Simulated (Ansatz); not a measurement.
**C₈H₁₈O: one species, many methods**

An exercise on one series of results from a longer session: the logs are not shown, and one member is left open.

Program: Ansatz 0.2.0, Gaussian basis. Level of theory: functionals in def2-TZVPP, the program's frozen cores in correlated methods. These are calculated values, not measurements.

Levels to be run: PBE-D4, r2SCAN-D4, PBE0-D4, B3LYP-D4, ωB97X-V, ωB97M-V, B2PLYP; CCSD(T)/def2-TZVPP; MP2/def2-QZVPP; extrapolation to the limit.

## The relaxed structure

The geometry comes from an earlier relaxation with PBE0-D4 in a triple-zeta def2 set; it is a stationary point, not always the lowest conformer.

SMILES `CCCCCCCCO`, 27 atoms, charge 0, spin multiplicity 1.

Atoms are counted from 1 here; the program's logs count them from 0.

Bond lengths: C1–C2 1.520 Å, C1–H10 1.093 Å, C1–H11 1.093 Å, C1–H12 1.094 Å, C2–C3 1.525 Å, C2–H13 1.097 Å, C2–H14 1.095 Å, C3–C4 1.531 Å, C3–H15 1.097 Å, C3–H16 1.094 Å, C4–C5 1.523 Å, C4–H17 1.096 Å, C4–H18 1.096 Å, C5–C6 1.523 Å, C5–H19 1.096 Å, C5–H20 1.095 Å, C6–C7 1.521 Å, C6–H21 1.098 Å and more. Angles: C2–C1–H10 111.0°, C2–C1–H11 111.8°, C2–C1–H12 111.3°, H10–C1–H11 107.3°, H10–C1–H12 107.7°, H11–C1–H12 107.7°, C1–C2–C3 115.2°, C1–C2–H13 109.1°, C1–C2–H14 109.1°, C3–C2–H13 108.6°, C3–C2–H14 108.5°, H13–C2–H14 105.9°, C2–C3–C4 115.0°, C2–C3–H15 109.4°, C2–C3–H16 107.7°, C4–C3–H15 109.2°, C4–C3–H16 109.2°, H15–C3–H16 105.8° and more.

Geometry (Å):

```
C    -2.3580   -0.0572   -1.8440
C    -1.2402    0.2550   -2.8252
C    -0.1185    1.1299   -2.2758
C     0.6334    0.5428   -1.0784
C     0.1206    1.0150    0.2762
C     0.8659    0.4220    1.4647
C     0.6329   -1.0678    1.6659
C     1.3891   -1.6442    2.8484
O     0.9860   -1.1093    4.0930
H    -3.1530   -0.6306   -2.3267
H    -2.0005   -0.6477   -0.9970
H    -2.8042    0.8586   -1.4456
H    -0.8064   -0.6853   -3.1861
H    -1.6648    0.7472   -3.7068
H    -0.5231    2.1124   -2.0021
H     0.5889    1.3152   -3.0900
H     0.5985   -0.5511   -1.1380
H     1.6940    0.8098   -1.1460
H     0.2043    2.1072    0.3109
H    -0.9469    0.7934    0.3760
H     1.9420    0.6097    1.3486
H     0.5518    0.9594    2.3672
H     0.9394   -1.6211    0.7716
H    -0.4378   -1.2561    1.8053
H     1.2068   -2.7190    2.9186
H     2.4708   -1.5074    2.6994
H     1.2293   -0.1810    4.1160
```

Set-up of the first run:

Contents of in.yaml:

```yaml
crystal:
  periodic: [false, false, false]
  atoms:
    - {symbol: C, position_ang: [-2.358008, -0.057226, -1.843987]}
    - {symbol: C, position_ang: [-1.240236, 0.254968, -2.825219]}
    - {symbol: C, position_ang: [-0.118529, 1.129921, -2.275790]}
    - {symbol: C, position_ang: [0.633357, 0.542754, -1.078427]}
    - {symbol: C, position_ang: [0.120569, 1.015029, 0.276154]}
    - {symbol: C, position_ang: [0.865879, 0.421994, 1.464665]}
    - {symbol: C, position_ang: [0.632934, -1.067826, 1.665938]}
    - {symbol: C, position_ang: [1.389120, -1.644158, 2.848433]}
    - {symbol: O, position_ang: [0.986022, -1.109255, 4.093018]}
    - {symbol: H, position_ang: [-3.152969, -0.630600, -2.326713]}
    - {symbol: H, position_ang: [-2.000539, -0.647688, -0.997045]}
    - {symbol: H, position_ang: [-2.804220, 0.858625, -1.445568]}
    - {symbol: H, position_ang: [-0.806414, -0.685256, -3.186148]}
    - {symbol: H, position_ang: [-1.664847, 0.747207, -3.706808]}
    - {symbol: H, position_ang: [-0.523143, 2.112430, -2.002133]}
    - {symbol: H, position_ang: [0.588863, 1.315170, -3.090033]}
    - {symbol: H, position_ang: [0.598530, -0.551054, -1.137962]}
    - {symbol: H, position_ang: [1.694046, 0.809828, -1.145955]}
    - {symbol: H, position_ang: [0.204326, 2.107171, 0.310859]}
    - {symbol: H, position_ang: [-0.946895, 0.793398, 0.376047]}
    - {symbol: H, position_ang: [1.941958, 0.609692, 1.348557]}
    - {symbol: H, position_ang: [0.551834, 0.959419, 2.367242]}
    - {symbol: H, position_ang: [0.939359, -1.621065, 0.771617]}
    - {symbol: H, position_ang: [-0.437827, -1.256108, 1.805302]}
    - {symbol: H, position_ang: [1.206760, -2.718965, 2.918640]}
    - {symbol: H, position_ang: [2.470790, -1.507416, 2.699351]}
    - {symbol: H, position_ang: [1.229259, -0.180958, 4.115963]}
basis:
  gaussian: {orbitals: def2-TZVPP}
hamiltonian: {xc: pbe, dispersion: d4}
output: {forces: true, orbitals: {seedname: orbitals}}
```

Command:

```
> ansatz run in.yaml --threads 4 --pin off --events-out ev --progress --plain --max-ram 41984MiB --backend cuda --devices 0, --max-vram 37GiB
```

Steps of the session up to this table: PBE-D4 (GGA); r2SCAN-D4 (meta-GGA); PBE0-D4 (hybrid); B3LYP-D4 (hybrid); ωB97X-V (range-separated); ωB97M-V (range-separated); B2PLYP (double hybrid); CCSD(T) in def2-TZVPP; MP2 in def2-QZVPP.

One of the session's tables, all rows but one given; the rest of the session is left out.

It belongs to the step «Atomisation energies». 

```
            method  atomisation energy (eV)
            PBE-D4                  113.642
         r2SCAN-D4                  111.779
           PBE0-D4                  112.338
          B3LYP-D4                  111.593
           ωB97X-V                  111.741
           ωB97M-V                  111.883
            B2PLYP                        ?
     HF/def2-TZVPP                   83.793
    MP2/def2-TZVPP                  110.399
   CCSD/def2-TZVPP                  107.945
CCSD(T)/def2-TZVPP                  109.274
           MP2/CBS                  112.746
       CCSD(T)/CBS                  111.621
```

**Question.** Estimate the row for B2PLYP.

The run gave: atomisation energy (eV): 110.467. In the column «atomisation energy (eV)» it lies between MP2/def2-TZVPP (110.399) and B3LYP-D4 (111.593).

To keep in mind: Free atoms (8 C, 1 O, 18 H) were run apart at each level; the atomisation energy is their sum less the molecule, without zero-point or spin-orbit terms.
